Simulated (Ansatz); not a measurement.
**GeOF₃ radical: one species, many methods**

Aim: compute GeOF₃ radical with functionals from several rungs and with coupled cluster. The yardstick is the atomisation energy at the CCSD(T) limit.

The runs use Ansatz 0.2.0, Gaussian basis; functionals in def2-TZVPP, the program's frozen cores in correlated methods.

Levels to be run: LDA (SPW92), PBE-D4, revPBE-D4, BLYP-D4, r2SCAN-D4, B97M-V, PBE0-D4, B3LYP-D4, r2SCANh-D4, r2SCAN0-D4, HSE06-D4, BHLYP-D4, CAM-B3LYP-D4, LC-ωPBE, ωB97X-V, ωB97M-V, B2PLYP, PBE-QIDH; CCSD(T)/def2-SVP; CCSD(T)/def2-TZVPP; MP2/def2-QZVPP; extrapolation to the limit; RPA on PBE.

**1. The geometry**

All runs share one geometry, relaxed beforehand with PBE0-D4 in a triple-zeta def2 set.

SMILES `[O][Ge]([F])([F])[F]`, 5 atoms, charge 0, spin multiplicity 2.

Atoms are counted from 1 here; the program's logs count them from 0.

Bond lengths: O1–Ge2 1.770 Å, Ge2–F3 1.697 Å, Ge2–F4 1.697 Å, Ge2–F5 1.697 Å. Angles: O1–Ge2–F3 107.1°, O1–Ge2–F4 112.2°, O1–Ge2–F5 111.5°, F3–Ge2–F4 109.3°, F3–Ge2–F5 109.9°, F4–Ge2–F5 106.8°.

**2. LDA**

This LDA is Slater exchange with PW92 correlation.

File in.yaml:

```yaml
crystal:
  periodic: [false, false, false]
  atoms:
    - {symbol: O, position_ang: [-0.574372, 0.094574, 1.657496]}
    - {symbol: Ge, position_ang: [0.003896, -0.010421, -0.012442]}
    - {symbol: F, position_ang: [1.388555, -0.990954, -0.000172]}
    - {symbol: F, position_ang: [-1.154519, -0.688286, -1.051304]}
    - {symbol: F, position_ang: [0.386339, 1.521386, -0.634978]}
basis:
  gaussian: {orbitals: def2-TZVPP}
magnetization: {spin_polarized: true, initial_magnetization: 1}
hamiltonian: {xc: lda}
output: {orbitals: {seedname: orbitals}}
```

After this run come: PBE-D4 (GGA); revPBE-D4 (GGA); BLYP-D4 (GGA); r2SCAN-D4 (meta-GGA); B97M-V (meta-GGA); PBE0-D4 (hybrid); B3LYP-D4 (hybrid); r2SCANh-D4 (hybrid); r2SCAN0-D4 (hybrid); HSE06-D4 (hybrid); BHLYP-D4 (hybrid); CAM-B3LYP-D4 (range-separated); LC-ωPBE-D4 (range-separated); ωB97X-V (range-separated); ωB97M-V (range-separated); B2PLYP (double hybrid); PBE-QIDH (double hybrid); CCSD(T) in def2-SVP; CCSD(T) in def2-TZVPP; MP2 in def2-QZVPP; RPA on PBE orbitals.

**Question.** What will the summary of the whole plan be? Wanted: atomisation energy, CCSD(T)/CBS; farthest beyond LDA; mean size of error, GGA; mean size of error, meta-GGA; mean size of error, hybrid; mean size of error, range-separated; mean size of error, double hybrid; gap, smallest and largest; T1 diagnostic.

The runs gave:

```
                               quantity                                                       value
        atomisation energy, CCSD(T)/CBS                                               1753.6 kJ/mol
 functionals within 17.5 kJ/mol (1.0 %)  BLYP-D4, r2SCAN-D4, B97M-V, CAM-B3LYP-D4, LC-ωPBE, ωB97X-V
                    farthest beyond LDA                                    BHLYP-D4 (-148.3 kJ/mol)
                mean size of error, GGA                                                 27.7 kJ/mol
           mean size of error, meta-GGA                                                 13.9 kJ/mol
             mean size of error, hybrid                                                 60.3 kJ/mol
    mean size of error, range-separated                                                  8.9 kJ/mol
      mean size of error, double hybrid                                                 32.1 kJ/mol
              gap, smallest and largest                   0.15 eV (LDA (SPW92)), 10.35 eV (LC-ωPBE)
                          T1 diagnostic                                                      0.0130
triples share of the correlation energy                                                       3.0 %
```

What this shows: The LDA atomisation energy is off by 355.6 kJ/mol (20 %): it overbinds. PBE-D4 is off by +51.4 kJ/mol. Double hybrids carry the basis error of their MP2 part in triple zeta, and no dispersion term here, so their miss is partly the set-up's. The rungs range-separated, meta-GGA miss on average by less than the doubt on the reference (17.5 kJ/mol), so they tie; hybrid functionals have the largest mean beyond LDA (60.3 kJ/mol), BHLYP with half exact exchange included. The reference freezes the cores and leaves out relativity and excitations past (T), and its outer-core shells are covered unevenly, so misses under about 17.5 kJ/mol can't be ranked. Hartree-Fock recovers 66 % of the binding; the rest is correlation. CCSD(T) in def2-SVP is off by -161.3 kJ/mol, worse than the median functional, from the basis alone. Orbital gaps span 0.1 to 10.4 eV; exact exchange widens them. Correlated methods include outer-core shells of Ge, which these sets cover unevenly.
